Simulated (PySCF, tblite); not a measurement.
# C₅H₁₀O₄Si: geometry, infrared bands and NMR shifts

Wanted: the infrared bands and NMR shifts of C₅H₁₀O₄Si (`CC(C)OC(=O)C(=O)O[SiH3]`), by calculation.

Programs: tblite 0.8.0 and PySCF 2.14.0, with density-fitted response routines of our own. Each step states its level of theory. These are calculated values for one molecule in the gas phase, unless marked as measured. Atoms are numbered from 0 throughout.

**1. The molecule as given**

20 atoms, charge 0, multiplicity 1; geometry from: force field or distance geometry start.

Bonds of the start (Å): C0–C1 1.53, C1–C2 1.51, C1–O3 1.44, O3–C4 1.35, C4–O5 1.21, C4–C6 1.55, C6–O7 1.21, C6–O8 1.35, O8–Si9 1.64, C0–H10 1.09, C0–H11 1.11, C0–H12 1.09, C1–H13 1.09, C2–H14 1.11, C2–H15 1.09, C2–H16 1.09, Si9–H17 1.48, Si9–H18 1.48, Si9–H19 1.48.

**2. Geometry optimisation with GFN2-xTB**

Job settings and geometry (Å):

```
{"job": {"kind": "relax", "xc": "GFN2-xTB", "basis": "xTB"}, "charge": 0, "multiplicity": 1}
C     -2.397400    -0.246700     1.086600
C     -1.896200     0.389900    -0.212000
C     -2.800900     0.045800    -1.367100
O     -0.594000    -0.142300    -0.523400
C      0.458200     0.441300     0.099100
O      0.415500     1.378600     0.868500
C      1.774200    -0.246600    -0.351700
O      1.813800    -1.179800    -1.125600
O      2.818900     0.341200     0.265700
Si     4.373100    -0.132200     0.039700
H     -1.752300    -0.002900     1.927500
H     -3.418000     0.105700     1.327100
H     -2.429800    -1.335200     1.019700
H     -1.838100     1.475800    -0.104200
H     -3.826100     0.437000    -1.200400
H     -2.425700     0.488700    -2.284600
H     -2.860500    -1.029700    -1.529300
H      5.266600     0.722000     0.853700
H      4.755500     0.034700    -1.383400
H      4.558100    -1.534500     0.482500
```

The run is started by

```
> OMP_NUM_THREADS=1 python probes_run.py task.json out
```

The driver reads the jobs from task.json and runs them one after another.

**Question.** This job is followed by: GFN2-xTB harmonic vibrations, gas phase; GIAO PBE0/pcSseg-1 NMR shielding, non-relativistic, gas phase. Predict these results of the whole session: strongest single infrared mode (GFN2-xTB); zero-point energy (GFN2-xTB); ¹³C shifts against TMS (PBE0/pcSseg-1, means over atoms taken as alike); ¹H shifts against TMS (PBE0/pcSseg-1, means over atoms taken as alike); ¹⁷O shifts against H2O (PBE0/pcSseg-1); ²⁹Si shifts against TMS (PBE0/pcSseg-1).

The runs gave:

```
                                                               quantity                           value
                              strongest single infrared mode (GFN2-xTB)           1771 cm⁻¹, 708 km/mol
                                           zero-point energy (GFN2-xTB)                   90.1 kcal/mol
¹³C shifts against TMS (PBE0/pcSseg-1, means over atoms taken as alike)    163.2, 163.1, 72.7, 23.2 ppm
 ¹H shifts against TMS (PBE0/pcSseg-1, means over atoms taken as alike)            5.17, 4.95, 1.39 ppm
                                 ¹⁷O shifts against H2O (PBE0/pcSseg-1)  451.8, 437.7, 242.7, 181.8 ppm
                                ²⁹Si shifts against TMS (PBE0/pcSseg-1)                       -36.5 ppm
```

What this shows: Relaxing lowered the energy by 0.230 eV in 32 steps; the close pair that moved most is C6–O8, from 1.348 to 1.308 Å. The lowest mode is slightly imaginary (16i cm⁻¹), a soft motion within the noise of the Hessian, so the minimum is not strictly shown. The strongest single mode, at 1771 cm⁻¹, moves mainly C4, O5 and C6. Unscaled tight-binding wavenumbers are off by several per cent, some by more. Its intensities can rank the bands wrongly. The most deshielded hydrogen is H13 (hydrogen on an sp3 CH bonded to O), at 5.17 ppm: its carbon carries O, an electronegative neighbour.
